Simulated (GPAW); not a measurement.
Runs of GPAW 26.7.0 on CS2. The structure is orthorhombic, space group Cmce (No. 64). The conventional cell has a = 7.292 Å, b = 5.989 Å, c = 9.851 Å, α = 90.00°, β = 90.00°, γ = 90.00°. S (site symmetry m) is surrounded by 1 C at 1.56 Å. C (site symmetry 2/m) is surrounded by 2 S at 1.56 Å. The cell comes from a database or a generator and needn't be the stable form of this composition.

```csv
level,potentials or basis,gap on the mesh (eV)
AM05,"PAW data sets generated in the run's folder for this functional, pw",3.47
LDA,"the program's PAW data sets (release 1.2.1) made for this functional, pw",3.35
PBEsol,"PAW data sets generated in the run's folder for this functional, pw",3.44
RPBE,"the program's PAW data sets (release 1.2.1) made for this functional, pw",(a)
```

Alike in all rows: task dielectric tensor; no spin polarisation; cell as given; k mesh 5 × 5 × 3; cutoff (eV) 550; smearing fermi-dirac 0.001 eV.

Question: Estimate the missing entries.

Answer: (a) 3.49.

Caveats: the long-wavelength limit can be off by a per cent or two.

A k mesh can miss the band edges.

Runs at the PBE level aren't shown here.
